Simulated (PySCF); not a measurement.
# SnFCl: singlet, from a bent start

Where does singlet SnFCl go from a bent start, is the end point a minimum, and what are its modes, charges and moments?

The runs use PySCF 2.14.0; PBE0, basis Sn def2-TZVP with ECP28, F def2-TZVP, Cl def2-TZVP, scalar-relativistic core potentials, no spin–orbit coupling, density fitting.

## 1. Where the work starts

3 atoms, charge 0, spin multiplicity 1.

Bond lengths: Sn1–F2 2.040 Å, Sn1–Cl3 2.390 Å. Angles: F2–Sn1–Cl3 110.0°.

```xyz
3
charge 0 multiplicity 1
Sn    0.0000    0.0000    0.0000
F    -1.6711    0.0000    1.1701
Cl    1.9578    0.0000    1.3708
```

## 2. First SCF at the start

The steps below are one call of a driver around PySCF. For each, scf.py gives the equivalent set-up of the SCF; relaxations use the driver's own optimiser. After this first run the driver tries any further starts and a stability analysis.

The input, scf.py:

```python
from pyscf import gto, scf, dft
mol = gto.M(atom='''
Sn     0.000000     0.000000     0.000000
F     -1.671100     0.000000     1.170100
Cl     1.957800     0.000000     1.370800''',
    basis={'Sn': 'def2-TZVP', 'F': 'def2-TZVP', 'Cl': 'def2-TZVP'},
    ecp={'Sn': 'def2-TZVP'},
    charge=0, spin=0)
mf = dft.RKS(mol, xc='PBE0')
mf.grids.atom_grid = (50, 194)
aux = {'Sn': 'def2-universal-JKFIT', 'F': 'def2-universal-JKFIT', 'Cl': 'def2-universal-JKFIT'}
mf = mf.density_fit(auxbasis=aux)
mf.conv_tol = 1e-08
mf.diis_space = 10
mf.max_cycle = 60
mf.init_guess = 'minao'
mf.verbose = 4
mf.kernel()
```

Launch:

```console
$ OMP_NUM_THREADS=4 python axn.py task.json out
```

Further steps of the session: Relaxation: bent start, singlet; Is it a minimum? Harmonic modes.

**Question.** What will these runs give? Wanted: minimum; geometry; wavenumbers; dipole moment; highest occupied, lowest empty level; polar-tensor charge of Sn1; zero-point energy; atomisation energy.

As calculated:

| quantity | value |
| --- | --- |
| minimum | singlet, Cs |
| geometry | Sn–Cl 2.360 Å, Sn–F 1.935 Å; Cl–Sn–F 97.1° |
| wavenumbers (cm⁻¹) | 155 (a'), 354 (a'), 594 (a') |
| dipole moment | 3.49 D |
| highest occupied, lowest empty level | -8.30, -2.95 eV |
| polar-tensor charge of Sn1 | +1.27 e |
| zero-point energy | 6.6 kJ/mol |
| entropy at 298.15 K | 299.9 J/(mol K) |
| atomisation energy (no zero-point energy) | 877 kJ/mol |

**Reading.** The bent start keeps its Cs symmetry and ends in a minimum. The strongest infrared band lies at 594 cm⁻¹ (a', stretch). Only this shape and spin were tried, so other structures or states may lie lower.
